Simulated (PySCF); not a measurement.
# Gd(OH)3: structure and properties

Task: relax Gd(OH)3, compute its harmonic modes and analyse its electrons. The species was built from a template and needn't be a known compound.

Method: PBE, Gd lcecp-1-SVP with ECP53, O def2-SVP, H def2-SVP; scalar-relativistic core potentials, no spin–orbit coupling; program: PySCF 2.14.0.

2 further runs of the same task are left out: 2 for a known fault of the program.

## (1) The system as given

7 atoms, charge 0, spin multiplicity 1.

Bond lengths: Gd1–O2 2.176 Å, Gd1–O4 2.176 Å, Gd1–O6 2.176 Å, O2–H3 0.966 Å, O4–H5 0.966 Å, O6–H7 0.966 Å. Angles: O2–Gd1–O4 120.0°, O2–Gd1–O6 120.0°, O4–Gd1–O6 120.0°, Gd1–O2–H3 158.7°, Gd1–O4–H5 158.7°, Gd1–O6–H7 158.7°.

As a file:

```mol
GdH3O3
  3D, bonds by distance, orders not assigned

  7  6  0  0  0  0  0  0  0  0999 V2000
    0.0000    0.0000    0.0000 Gd  0  0
    2.1758    0.0000    0.0000 O   0  0
    3.0758    0.0000    0.3500 H   0  0
   -1.0879    1.8843    0.0000 O   0  0
   -1.5379    2.6637    0.3500 H   0  0
   -1.0879   -1.8843    0.0000 O   0  0
   -1.5379   -2.6637    0.3500 H   0  0
  1  2  8  0
  1  4  8  0
  1  6  8  0
  2  3  8  0
  4  5  8  0
  6  7  8  0
M  END
```

Formal oxidation states: Gd +3. Each metal's 7 4f electrons lie in its core potential, so multiplicities, spins and levels count the valence alone.

## (2) SCF at the start, singlet

Contents of run.py (the lines that set the calculation):

```python
mol = gto.M(atom='''
Gd     0.00000     0.00000     0.00000
O      2.17580     0.00000     0.00000
H      3.07580     0.00000     0.35000
O     -1.08790     1.88430     0.00000
H     -1.53790     2.66370     0.35000
O     -1.08790    -1.88430     0.00000
H     -1.53790    -2.66370     0.35000''',
    basis={'Gd': 'lcecp-1-SVP', 'O': 'def2-SVP', 'H': 'def2-SVP'},
    ecp={'Gd': 'lcecp-1-SVP'},
    charge=0, spin=0)
mf = dft.RKS(mol, xc='PBE')
mf.grids.atom_grid = (50, 194)  # f atoms: unpruned, at least (60, 302)
mf = mf.density_fit()  # fitting sets: Gd AutoAux, O def2-universal-JKFIT, H def2-universal-JKFIT
mf.conv_tol = 1e-08; mf.max_cycle = 55
mf.kernel(dm0)  # dm0: free metal ions and neutral atoms
```

Started as:

```bash
> OMP_NUM_THREADS=2 python run.py
```

Standard output:

```text
init E= -267.392111609498
  HOMO = -0.270149145036294  LUMO = -0.123832216745697  gap/eV = 3.98149
cycle= 1 E= -263.120454443765  delta_E= 4.27  |g|= 0.359  |ddm|= 2.68
  HOMO = -0.182186010195486  LUMO = -0.0692318013422231  gap/eV = 3.07364
cycle= 2 E= -263.125962622961  delta_E= -0.00551  |g|= 0.325  |ddm|= 0.672
  HOMO = -0.223431875593648  LUMO = -0.0893177981658546  gap/eV = 3.64943
cycle= 3 E= -263.141747148194  delta_E= -0.0158  |g|= 0.181  |ddm|= 0.369
  HOMO = -0.208488010144027  LUMO = -0.0922420713381698  gap/eV = 3.16321
cycle= 4 E= -263.146605106071  delta_E= -0.00486  |g|= 0.0767  |ddm|= 0.168
  HOMO = -0.211591155046002  LUMO = -0.0878337812769097  gap/eV = 3.36761
cycle= 5 E= -263.148116626528  delta_E= -0.00151  |g|= 0.00444  |ddm|= 0.0768
  HOMO = -0.212023675364401  LUMO = -0.0885849030085453  gap/eV = 3.35894
cycle= 6 E= -263.148123834819  delta_E= -7.21e-06  |g|= 0.000285  |ddm|= 0.00808
  HOMO = -0.211985104691374  LUMO = -0.0885685386846014  gap/eV = 3.35834
cycle= 7 E= -263.148123855922  delta_E= -2.11e-08  |g|= 5.6e-05  |ddm|= 0.000338
  HOMO = -0.211981564532134  LUMO = -0.0885651029415797  gap/eV = 3.35833
cycle= 8 E= -263.148123856791  delta_E= -8.69e-10  |g|= 1.28e-05  |ddm|= 7.65e-05
  HOMO = -0.211981947226417  LUMO = -0.0885656508669399  gap/eV = 3.35833
Extra cycle  E= -263.148123856776  delta_E= 1.53e-11  |g|= 1.58e-05  |ddm|= 2.6e-05
converged SCF energy = -263.148123856776
```

Run time: 3.1 s. Hardware: 2 threads of Arm Neoverse V1, shared host; peak memory 0.51 GiB.

Result: E = -263.148124 Eh, HOMO -5.77 eV, LUMO -2.41 eV, Mulliken charge on Gd1 +0.94 e. 

## (3) Relaxation, singlet

Steps are kept in the start's point group, C3v.

Contents of run.py (the lines that set the calculation):

```python
mol = gto.M(atom='''
Gd     0.00000     0.00000    -0.00506
O      2.17580     0.00000    -0.00506
H      3.07579     0.00000     0.34494
O     -1.08790     1.88430    -0.00506
H     -1.53789     2.66371     0.34494
O     -1.08790    -1.88430    -0.00506
H     -1.53790    -2.66371     0.34494''',
    basis={'Gd': 'lcecp-1-SVP', 'O': 'def2-SVP', 'H': 'def2-SVP'},
    ecp={'Gd': 'lcecp-1-SVP'},
    charge=0, spin=0)
mf = dft.RKS(mol, xc='PBE')
mf.grids.atom_grid = (50, 194)  # f atoms: unpruned, at least (60, 302)
mf = mf.density_fit()  # fitting sets: Gd AutoAux, O def2-universal-JKFIT, H def2-universal-JKFIT
mf.conv_tol = 1e-08; mf.max_cycle = 55
mf.kernel(dm0)  # dm0: an SCF of this state at this start
# quasi-Newton relaxation in Cartesian coordinates to a largest gradient under 0.00045 Eh/bohr, steps kept in the point group
```

Started as:

```bash
> OMP_NUM_THREADS=2 python run.py
```

No log is kept here; the results follow.

It took 48 s on 2 threads of Arm Neoverse V1, shared host.

Along the way:

| step | energy from step 1 (eV) | largest force component (eV/Å) |
| --- | --- | --- |
| 1 | 0.0000 | 1.7155 |
| 2 | -0.2203 | 0.6540 |
| 3 | -0.3043 | 0.4511 |
| 4 | -0.3376 | 0.5198 |
| 5 | -0.3456 | 0.0959 |
| 6 | -0.3476 | 0.0561 |
| 7 | -0.3479 | 0.0335 |
| 8 | -0.3484 | 0.0263 |
| 9 | -0.3497 | 0.0577 |
| 10 | -0.3505 | 0.1603 |
| 11 | -0.3515 | 0.0343 |
| 12 | -0.3520 | 0.0155 |
| 13 | -0.3522 | 0.0308 |
| 14 | -0.3523 | 0.0237 |
| 15 | -0.3523 | 0.0077 |

Close pairs (by a distance rule), those that changed most:

| bond | before (Å) | after (Å) | change (Å) |
| --- | --- | --- | --- |
| Gd1–O2 | 2.176 | 2.079 | -0.097 |
| Gd1–O4 | 2.176 | 2.079 | -0.097 |
| Gd1–O6 | 2.176 | 2.079 | -0.097 |
| O6–H7 | 0.966 | 0.967 | +0.001 |
| O2–H3 | 0.966 | 0.967 | +0.001 |
| O4–H5 | 0.966 | 0.967 | +0.001 |

It ends in C3v at E = -263.161072 Eh.

| atom | x (Å) | y (Å) | z (Å) |
| --- | --- | --- | --- |
| Gd1 | 0.0000 | 0.0000 | -0.0826 |
| O2 | 2.0708 | 0.0000 | 0.1036 |
| H3 | 3.0244 | 0.0000 | 0.2621 |
| O4 | -1.0354 | 1.7933 | 0.1036 |
| H5 | -1.5122 | 2.6192 | 0.2621 |
| O6 | -1.0354 | -1.7933 | 0.1036 |
| H7 | -1.5122 | -2.6192 | 0.2621 |

## (4) The relaxed geometry turned into its symmetry frame

Contents of run.py (the lines that set the calculation):

```python
mol = gto.M(atom='''
Gd     0.00000     0.00000    -0.04776
O      2.07078     0.00000     0.13847
H      3.02439     0.00000     0.29699
O     -1.03539     1.79335     0.13847
H     -1.51219     2.61920     0.29699
O     -1.03539    -1.79335     0.13847
H     -1.51220    -2.61920     0.29699''',
    basis={'Gd': 'lcecp-1-SVP', 'O': 'def2-SVP', 'H': 'def2-SVP'},
    ecp={'Gd': 'lcecp-1-SVP'},
    charge=0, spin=0)
mf = dft.RKS(mol, xc='PBE')
mf.grids.atom_grid = (50, 194)  # f atoms: unpruned, at least (60, 302)
mf = mf.density_fit()  # fitting sets: Gd AutoAux, O def2-universal-JKFIT, H def2-universal-JKFIT
mf.conv_tol = 1e-08; mf.max_cycle = 55
mf.kernel(dm0)  # dm0: free metal ions and neutral atoms
```

Started as:

```bash
> OMP_NUM_THREADS=2 python run.py
```

Standard output:

```text
init E= -267.47775640651
  HOMO = -0.281436843625677  LUMO = -0.119805399268873  gap/eV = 4.39822
cycle= 1 E= -263.126945288969  delta_E= 4.35  |g|= 0.394  |ddm|= 2.75
  HOMO = -0.180896198663479  LUMO = -0.0487707145014546  gap/eV = 3.59532
cycle= 2 E= -263.129922772006  delta_E= -0.00298  |g|= 0.376  |ddm|= 0.787
  HOMO = -0.225990630530531  LUMO = -0.0757522078815072  gap/eV = 4.08820
cycle= 3 E= -263.156694177699  delta_E= -0.0268  |g|= 0.151  |ddm|= 0.436
  HOMO = -0.211998217578862  LUMO = -0.0777079373370562  gap/eV = 3.65422
cycle= 4 E= -263.159601262819  delta_E= -0.00291  |g|= 0.078  |ddm|= 0.143
  HOMO = -0.215641264180585  LUMO = -0.0741310459012396  gap/eV = 3.85069
cycle= 5 E= -263.161066762085  delta_E= -0.00147  |g|= 0.00383  |ddm|= 0.0723
  HOMO = -0.216030103089212  LUMO = -0.0747257347217172  gap/eV = 3.84509
cycle= 6 E= -263.161071752304  delta_E= -4.99e-06  |g|= 0.000256  |ddm|= 0.00713
  HOMO = -0.215989492143889  LUMO = -0.0747077369728011  gap/eV = 3.84447
cycle= 7 E= -263.161071768486  delta_E= -1.62e-08  |g|= 2.34e-05  |ddm|= 0.000256
  HOMO = -0.215987798954777  LUMO = -0.0747070745915011  gap/eV = 3.84444
cycle= 8 E= -263.161071768573  delta_E= -8.67e-11  |g|= 1.63e-05  |ddm|= 3.33e-05
  HOMO = -0.215988489341302  LUMO = -0.0747074535256225  gap/eV = 3.84445
Extra cycle  E= -263.161071768316  delta_E= 2.57e-10  |g|= 3.89e-05  |ddm|= 3.85e-05
converged SCF energy = -263.161071768316
```

Run time: 1.8 s. Hardware: 2 threads of Arm Neoverse V1, shared host.

Read off: E = -263.161072 Eh, HOMO -5.88 eV, LUMO -2.03 eV, Mulliken charge on Gd1 +0.88 e. 

## (5) Harmonic vibrations

Edit run.py (the lines that set the calculation) of step 4 so:

```diff
@@ -14,3 +14,4 @@
 mf = mf.density_fit()  # fitting sets: Gd AutoAux, O def2-universal-JKFIT, H def2-universal-JKFIT
-mf.conv_tol = 1e-08; mf.max_cycle = 55
-mf.kernel(dm0)  # dm0: free metal ions and neutral atoms
+mf.conv_tol = 1e-10; mf.max_cycle = 55
+mf.kernel(dm0)  # dm0: the density of the relaxed state
+# Hessian and dipole derivatives by central differences of gradients, 0.02 bohr
```

Started as:

```bash
> OMP_NUM_THREADS=2 python run.py
```

No log is kept here; the results follow.

Run time: 43 s. Hardware: 2 threads of Arm Neoverse V1, shared host.

Point group C3v; negative numbers are unstable modes, and those under 60 cm⁻¹ are near the numerical noise:

| cm⁻¹ | km/mol | symmetry |
| --- | --- | --- |
| 42 | 8.2 | a1 |
| 109 | 1.1 | e |
| 109 | 1.1 | e |
| 260 | 0.0 | a2 |
| 343 | 254.7 | e |
| 343 | 254.7 | e |
| 467 | 5.8 | e |
| 467 | 5.8 | e |
| 481 | 462.3 | a1 |
| 576 | 166.7 | e |
| 576 | 166.7 | e |
| 598 | 5.1 | a1 |
| 3852 | 134.6 | e |
| 3852 | 134.6 | e |
| 3853 | 5.1 | a1 |

## (6) Properties on a finer grid

Contents of run.py (the lines that set the calculation):

```python
mol = gto.M(atom='''
Gd     0.00000     0.00000    -0.08263
O      2.07078     0.00000     0.10360
H      3.02439     0.00000     0.26212
O     -1.03539     1.79335     0.10360
H     -1.51219     2.61920     0.26212
O     -1.03539    -1.79335     0.10360
H     -1.51220    -2.61920     0.26212''',
    basis={'Gd': 'lcecp-1-SVP', 'O': 'def2-SVP', 'H': 'def2-SVP'},
    ecp={'Gd': 'lcecp-1-SVP'},
    charge=0, spin=0)
mf = dft.RKS(mol, xc='PBE')
mf.grids.atom_grid = (75, 302)  # f atoms: unpruned, at least (60, 302)
mf = mf.density_fit()  # fitting sets: Gd AutoAux, O def2-universal-JKFIT, H def2-universal-JKFIT
mf.conv_tol = 1e-09; mf.max_cycle = 55
mf.kernel(dm0)  # dm0: the density of the relaxed state
```

Started as:

```bash
> OMP_NUM_THREADS=2 python run.py
```

Standard output:

```text
init E= -263.16107004471
  HOMO = -0.215982613163117  LUMO = -0.0747073663382594  gap/eV = 3.84430
cycle= 1 E= -263.161070026367  delta_E= 1.83e-08  |g|= 0.000321  |ddm|= 0.000295
  HOMO = -0.216001058712161  LUMO = -0.0747046482915508  gap/eV = 3.84487
cycle= 2 E= -263.161069887764  delta_E= 1.39e-07  |g|= 0.000881  |ddm|= 0.000799
  HOMO = -0.215988222388258  LUMO = -0.0747063182541368  gap/eV = 3.84448
cycle= 3 E= -263.161070047632  delta_E= -1.6e-07  |g|= 9.12e-06  |ddm|= 0.000585
  HOMO = -0.21598758580435  LUMO = -0.0747064215439082  gap/eV = 3.84446
cycle= 4 E= -263.161070047647  delta_E= -1.52e-11  |g|= 1.21e-06  |ddm|= 6.72e-06
  HOMO = -0.215987821935057  LUMO = -0.0747064337676342  gap/eV = 3.84446
Extra cycle  E= -263.161070047647  delta_E= -1.14e-13  |g|= 2.5e-06  |ddm|= 2.6e-06
converged SCF energy = -263.161070047647
```

Wall time 8.6 s (2 threads of Arm Neoverse V1, shared host).

It gives: E = -263.161070 Eh, HOMO -5.88 eV, LUMO -2.03 eV, Mulliken charge on Gd1 +0.88 e, largest force component 0.006 eV/Å. 

Löwdin charges:

| atom | value (e) |
| --- | --- |
| Gd1 | 0.57 |
| O2 | -0.27 |
| H3 | 0.08 |
| O4 | -0.27 |
| H5 | 0.08 |
| O6 | -0.27 |
| H7 | 0.08 |

Mulliken charges: Gd1 +0.88, O2 -0.46, H3 +0.17, O4 -0.46, H5 +0.17, O6 -0.46, H7 +0.17 e.

Contacts (the nearest donor of each ligand) and Mayer bond orders:

| contact | distance (Å) | bond order |
| --- | --- | --- |
| Gd1–O2 (OH) | 2.079 | 1.16 |
| Gd1–O4 (OH) | 2.079 | 1.16 |
| Gd1–O6 (OH) | 2.079 | 1.16 |

Mulliken populations of Gd1 outside the core potential: s 2.15, p 6.37, d 1.52, f 0.09.

Orbitals, density, ELF and potential are computed afterwards from the orbital file.

Frontier orbitals at PBE, with the share of their density that lies nearest to each atom:

| orbital | energy (eV) | lies on |
| --- | --- | --- |
| HOMO-1 | -6.10 | O2, O4, O6 about 30 % each |
| HOMO | -5.88 | O2, O4, O6 about 30 % each |
| LUMO | -2.03 | Gd1 67 %; O2, O4, O6 about 10 % each |

ELF in a plane through or near 7 of the atoms.

Ten even steps from '0' (0.00) to '9' (0.94):
```
0000000000000000000000000000
0000000000000000000000000000
0000000001100000000000000000
0000000047640000000000000000
0000000289983100000000000000
0000000169987641000000000000
0000000037567851000000000000
0000000148977310025420000000
0000000036642574148744410000
0000000000039558177699972000
0000000000039568177699972000
0000000036642574148744410000
0000000148977310025420000000
0000000037577851000000000000
0000000169997641000000000000
0000000289983100000000000000
0000000047640000000000000000
0000000001100000000000000000
0000000000000000000000000000
0000000000000000000000000000
```
The map spans 11.2 Å across and 10.4 Å up, centred on the molecule. Atoms in the plane (x, y in Å): Gd1 (0.0, 0.0), O2 (2.1, 0.0), H3 (3.0, 0.0), O4 (-1.0, 1.8), H5 (-1.5, 2.6), O6 (-1.0, -1.8), H7 (-1.5, -2.6).

On the surface of density 0.002 e/bohr³ the electrostatic potential runs, from the 1st to the 99th percentile, from -1.06 V near O4 to 4.52 V near Gd1.

## (7) Outcome

```
                                              quantity                            value
                                 state and point group      singlet in the valence, C3v
                                                 modes   42 to 3853 cm⁻¹, none unstable
strongest infrared band (modes within 1.5 cm⁻¹ summed)            343 cm⁻¹ (509 km/mol)
                                     zero-point energy                         0.987 eV
                               ideal gas, 298 K, 1 bar  S = 375.8, Cp = 108.3 J/(mol K)
                                 metal–ligand contacts                           2.08 Å
                                       frontier levels     HOMO -5.88 eV, LUMO -2.03 eV
                                                dipole                           0.56 D
                                   mean polarisability                           7.1 Å³
```

**Reading.** All modes are real within the noise of the softest ones, so the structure is a minimum. The metal carries +0.57 e by Löwdin's partition against a formal +3, and bond orders to the nearest donors reach 1.16. Both measures hang on the basis. One start shape was tried, so another isomer may lie lower. The bases are small and lack diffuse functions. Spin–orbit coupling is left out.
